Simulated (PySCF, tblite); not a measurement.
**C₆H₁₀BClO: geometry, infrared bands and NMR shifts**

What infrared bands and NMR shifts should C₆H₁₀BClO (`CB[C@@H]1COC=C[C@@H]1Cl`) show?

The runs use tblite 0.8.0 and PySCF 2.14.0, with density-fitted response routines of our own; the level of theory stands in each step. All values are computed, except where a source is named. Atoms count from 0, in the outputs and in this text.

## (1) Starting geometry

19 atoms, charge 0, multiplicity 1; geometry from: force field or distance geometry start.

Bonds of the start (Å): C0–B1 1.58, B1–C2 1.62, C2–C3 1.54, C3–O4 1.43, O4–C5 1.39, C5–C6 1.33, C6–C7 1.50, C7–Cl8 1.80, C7–C2 1.55, C0–H9 1.11, C0–H10 1.12, C0–H11 1.11, B1–H12 1.17, C2–H13 1.11, C3–H14 1.10, C3–H15 1.12, C5–H16 1.09, C6–H17 1.09, C7–H18 1.12.

## (2) Relaxing the molecule with GFN2-xTB

What the job is given:

```
{"job": {"kind": "relax", "xc": "GFN2-xTB", "basis": "xTB"}, "charge": 0, "multiplicity": 1}
C     -2.751500     0.514900     0.250200
B     -1.611500    -0.049600    -0.689300
C     -0.054900     0.260300    -0.359100
C      0.860500    -0.262800    -1.475600
O      2.221500     0.024000    -1.143000
C      2.700000     0.040300     0.162800
C      1.874700    -0.059900     1.203600
C      0.403200    -0.274100     1.017300
Cl     0.065300    -2.031200     1.212600
H     -2.696800     1.623400     0.292800
H     -3.751200     0.222100    -0.160500
H     -2.657300     0.102700     1.277300
H     -1.902500    -0.683900    -1.626100
H      0.037800     1.371300    -0.349700
H      0.607100     0.206300    -2.441300
H      0.744900    -1.370600    -1.556100
H      3.767200     0.168500     0.340300
H      2.276500    -0.060700     2.212100
H     -0.142700     0.268300     1.824300
```

The run is started by

```
$ OMP_NUM_THREADS=1 python probes_run.py task.json out
```

This one command runs all jobs of the session in turn.

**Question.** This job is followed by: GFN2-xTB harmonic vibrations, gas phase; GIAO PBE0/pcSseg-1 NMR shielding, non-relativistic, gas phase. What will the session give for the following? strongest single infrared mode (GFN2-xTB); zero-point energy (GFN2-xTB); 13C shifts against TMS (PBE0/pcSseg-1); 1H shifts against TMS (PBE0/pcSseg-1, means over atoms taken as alike); 11B shifts against BF3·OEt2 (PBE0/pcSseg-1); 17O shifts against H2O (PBE0/pcSseg-1); 35Cl shifts against HCl (PBE0/pcSseg-1).

As calculated:

```
                                                              quantity                                               value
                             strongest single infrared mode (GFN2-xTB)                               1667 cm⁻¹, 212 km/mol
                                          zero-point energy (GFN2-xTB)                                       93.8 kcal/mol
                                13C shifts against TMS (PBE0/pcSseg-1)             162.3, 106.3, 75.1, 70.9, 32.6, 8.8 ppm
1H shifts against TMS (PBE0/pcSseg-1, means over atoms taken as alike)  7.00, 5.71, 5.11, 4.54, 4.51, 4.33, 1.71, 0.61 ppm
                           11B shifts against BF3·OEt2 (PBE0/pcSseg-1)                                            21.0 ppm
                                17O shifts against H2O (PBE0/pcSseg-1)                                           140.3 ppm
                               35Cl shifts against HCl (PBE0/pcSseg-1)                                             198 ppm
```

Over 139 steps the energy fell by 0.476 eV; of the close pairs, C7–Cl8 changed most, 1.800 to 1.854 Å. No mode is imaginary among the 51: a minimum at this level. The strongest single mode, at 1667 cm⁻¹, moves mainly C5 and C6. Unscaled tight-binding wavenumbers are off by several per cent, some by more. Its intensities can rank the bands wrongly. The most deshielded carbon is C5 (alkene carbon bearing oxygen), at 162.3 ppm: an sp2 carbon further deshielded by the attached heteroatom. The most deshielded hydrogen is H16 (hydrogen on an alkene carbon bearing oxygen), at 7.00 ppm: attached to an sp2 carbon and in the plane of the double bond. At PBE0/pcSseg-1: Shielding is most anisotropic at Cl8 (span 464 ppm, paramagnetic term -397 ppm).
